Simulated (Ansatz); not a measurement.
This script makes an all-electron equation of state of AlCo, space group Pm-3m with Ansatz 0.2.0, Python API.

`run_eos_lapw.py`:
```python
# -*- coding: utf-8 -*-
'''E(V) of AlCo on LAPW.'''

import ansatz
from ase.eos import EquationOfState
from ase.units import GPa
import numpy as np

vectors0 = np.array([
    [2.8194, 0.0, 0.0],
    [0.0, 2.8194, 0.0],
    [0.0, 0.0, 2.8194],
])
sites = [
    ('Al', [0.0, 0.0, 0.0], 0.0),
    ('Co', [0.5, 0.5, 0.5], 3.2),
]


def build(cell):
    crystal = ansatz.Crystal(lattice=ansatz.Lattice.of(cell))
    for symbol, position, moment in sites:
        crystal = crystal.atom(symbol, position, moment=moment or None)
    return crystal


def main():
    volumes, energies = [], []
    for scale in np.linspace(0.94, 1.06, 5):
        cell = vectors0 * scale ** (1 / 3)
        calculation = (
            build(cell).calculation()
            .occupations(ansatz.OccupationsMethod.FERMI_DIRAC, width=0.1)
            .functional(ansatz.Functional.PBESOL)
            .spin('collinear')
            .kpoints(10, 10, 10)  # sampling of the Brillouin zone
            .pseudopotentials('all_electron', lapw=True)
        )
        summary = calculation.run().report
        volumes.append(abs(np.linalg.det(cell)) / len(sites))
        energies.append(summary['free_energy_ev'] / len(sites))
        print(f'{scale:.3f} {volumes[-1]:9.4f} A^3/atom {energies[-1]:16.5f} eV/atom  (estimated basis error {1000 * summary["lapw_basis_errors"]["total_ev_per_atom"]:.2f} meV/atom)')
    v0, e0, bulk = EquationOfState(volumes, energies, eos='birchmurnaghan').fit()
    print(f'V0 = {v0:.4f} A^3/atom, B0 = {bulk / GPa:.1f} GPa')


if __name__ == '__main__':
    main()
```

Its results, one of them left out:

| V (Å³/atom) | F less the lowest row shown (meV/atom) |
| --- | --- |
| 10.533 | ? |
| 10.870 | 8.01 |
| 11.206 | 0.00 |
| 11.542 | 4.32 |
| 11.878 | 19.17 |

What is the missing energy at 10.533 Å³ an atom?

A third-order Birch-Murnaghan fit, E = E0 + (9 V0 B0 / 16) [(t - 1)³ B' + (t - 1)² (6 - 4t)] with t = (V0/V)^(2/3), through the 4 rows shown gives V0 = 11.248 Å³, B0 = 192.4 GPa, B' = 4.29 and E0 = -0.09 meV. At V = 10.533 Å³, t = 1.04471, and the fit extrapolates to 30.48 meV. The run gave 30.46 meV, a miss of 0.02 meV.

Reading the output:
- The SCF didn't keep the moments it started from (some shrank, vanished or turned); what is printed is the state reached.
- For a metal this k-point mesh is coarse: on a finer one energies can move by several to tens of meV an atom and pressures by half a GPa or more, differences at one mesh by less.
- This cell is a computed structure, which may not be the phase found in nature.
- Wall time of the script: 2.5 min on 1 thread of Arm Neoverse V1 (shared host), peak memory 0.57 GiB.
